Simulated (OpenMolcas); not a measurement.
**Tc³⁺ among point charges: CASSCF and CASPT2 levels and susceptibility**

Aim: the splitting of the states of Tc³⁺ in the field of 2 point charges, its lowest levels with spin-orbit coupling and its magnetic susceptibility.

The numbers are computed with OpenMolcas 26.06 (state-averaged CASSCF and CASPT2, spin-orbit coupling by RASSI with atomic mean-field integrals), except any that are marked as measured or tabulated.

## (1) The atom as given

| Property | Result |
| --- | --- |
| Species | Tc³⁺ (technetium, Z = 43, 40 electrons) |
| Basis | ANO-RCC-VDZP [6s5p3d1f], 43 functions |
| Scalar Hamiltonian | DKH2, point nucleus |
| Inactive shells | 1s 2s 2p 3s 3p 3d 4s 4p |
| Active space | 4 electrons in 5 orbitals (4d) |
| Some configurations of this space | 4d⁴ |
| Orbitals | optimised for each spin and parity, averaged over all roots |

The outer shells:

4d4
```
4d [↑ ][↑ ][↑ ][↑ ][  ]
```

The ion sits among 2 point charges of -1.62 e arranged as a linear pair (D∞h), 2.12 Å from the ion.

Each step is its own input file, run in one work folder so that later steps find the files of earlier ones. Labels, J, g values, rates, χT and fits are worked out afterwards by a script from the matrices that RASSI stores. The input lists half of the charges; inversion (Group=XYZ) makes the rest.

## (2) One- and two-electron integrals

Contents of a.inp:

```
&GATEWAY
Coord
1

Tc 0.0 0.0 0.0
Basis=ANO-RCC-VDZP
Group=XYZ
NoMove
AngMom=0.0 0.0 0.0
AMFI
XField
1 Angstrom 0
0.000000 0.000000 2.120000 -1.620000
&SEWARD
```

## (3) Reference wave functions, quintets of even parity, 5 roots

Contents of a.inp:

```
&RASSCF
FileOrb=start.orb
Symmetry=1
Spin=5
nActEl=4 0 0
Inactive=9 9
Ras2=5 0
CIRoot=5 5 1
SDav=5
CIMx=300
Iter=120 100
PrWF=0.3
OrbListing=Nothing
MaxOrb=0
>>> COPY $Project.JobIph JOB001
```

start.orb holds the contracted functions of the basis, ordered by shell, or the orbitals of the step before.

## (4) Reference wave functions, triplets of even parity, 45 roots

Contents of a.inp:

```
&RASSCF
FileOrb=start.orb
Symmetry=1
Spin=3
nActEl=4 0 0
Inactive=9 9
Ras2=5 0
CIRoot=45 45 1
SDav=45
CIMx=300
Iter=120 100
PrWF=0.3
OrbListing=Nothing
MaxOrb=0
>>> COPY $Project.JobIph JOB002
```

## (5) CASSCF: singlets of even parity, 50 roots

Contents of a.inp:

```
&RASSCF
FileOrb=start.orb
Symmetry=1
Spin=1
nActEl=4 0 0
Inactive=9 9
Ras2=5 0
CIRoot=50 50 1
SDav=50
CIMx=300
Iter=120 100
PrWF=0.3
OrbListing=Nothing
MaxOrb=0
>>> COPY $Project.JobIph JOB003
```

## (6) RASSI: spin-orbit coupling between the states

Contents of a.inp:

```
&RASSI
NrOfJobIphs=3 5 45 50
1 2 3 4 5
1 2 3 4 5 6 7 8 9 10 11 12 13 14 15 16 17 18 19 20 21 22 23 24 25 26 27
28 29 30 31 32 33 34 35 36 37 38 39 40 41 42 43 44 45
1 2 3 4 5 6 7 8 9 10 11 12 13 14 15 16 17 18 19 20 21 22 23 24 25 26 27
28 29 30 31 32 33 34 35 36 37 38 39 40 41 42 43 44 45 46 47 48 49 50
IphNames
JOB001
JOB002
JOB003
EJob
SpinOrbit
DIPRint=1.0
SOCoupling=1000.0
Subsets=2
Property=9
'ANGMOM' 1 'ANGMOM' 2 'ANGMOM' 3 'MLTPL  1' 1 'MLTPL  1' 2 'MLTPL  1' 3
'AMFI' 1 'AMFI' 2 'AMFI' 3
SOProperty=3
'ANGMOM' 1 'ANGMOM' 2 'ANGMOM' 3
```

## (7) CASPT2: IPEA 0.25, imaginary shift 0.1 (closed shells correlated: 4s 4p)

Contents of a.inp:

```
>>> COPY JOB001 $Project.JobIph
&CASPT2
Multistate=5 1 2 3 4 5
NoMult
Frozen=8 6
IPEA=0.25
Imaginary=0.1
MaxIter=60
WThr=0.0 0.3 0.05
PrWF=0.5
NoMix
>>> COPY JOB002 $Project.JobIph
&CASPT2
Multistate=45 1 2 3 4 5 6 7 8 9 10 11 12 13 14 15 16 17 18 19 20 21 22
23 24 25 26 27 28 29 30 31 32 33 34 35 36 37 38 39 40 41 42 43 44 45
NoMult
Frozen=8 6
IPEA=0.25
Imaginary=0.1
MaxIter=60
WThr=0.0 0.3 0.05
PrWF=0.5
NoMix
>>> COPY JOB003 $Project.JobIph
&CASPT2
Multistate=50 1 2 3 4 5 6 7 8 9 10 11 12 13 14 15 16 17 18 19 20 21 22
23 24 25 26 27 28 29 30 31 32 33 34 35 36 37 38 39 40 41 42 43 44 45 46
47 48 49 50
NoMult
Frozen=8 6
IPEA=0.25
Imaginary=0.1
MaxIter=60
WThr=0.0 0.3 0.05
PrWF=0.5
NoMix
```

(Steps that only read results are left out.)

Before running it: what results should come out? Wanted: spin-free ground state; first state of the same spin within the active space; lowest level; next level.

**Answer**, as computed:

| quantity | value |
| --- | --- |
| method | SS-CASPT2, IPEA 0.25, imaginary shift 0.1 (closed shells correlated: 4s 4p) |
| spin-free ground state | 5Sigma, 1-fold in its orbital part |
| first state of the same spin within the active space | 5Pi at 4680 cm⁻¹ |
| lowest level | 1-fold |
| next level | 65.5 cm⁻¹ |
| χT at 300 K | 2.32 cm³ K/mol |
| effective moment at 300 K | 4.31 μB |

Cost by method:

| method | time of its own steps | time with the reference |
| --- | --- | --- |
| A. CASSCF | 23 s | 23 s |
| B. SS-CASPT2, IPEA 0.25, imaginary shift 0.1, +4s 4p | 6.4 s | 29 s |

Times are of one thread on a shared host.

In words: The spin-free ground state (5Sigma) comes to 100 % from free-ion D terms and keeps the highest spin of the shell. χT at 300 K is 2.32, against 3.01 cm³ K/mol for the spin alone, so spin-orbit coupling lowers it. An active space of the d shell alone favours high spin; real ions in strong fields can be low spin. CASPT2 does not keep the components of a term degenerate, and the means are used. The field of point charges can differ much from that of real complexes. With metal d orbitals alone active, the gaps between spin states are rough; where two lie within a few thousand cm-1, their order is open. This is an electrostatic model: the charges have no orbitals.
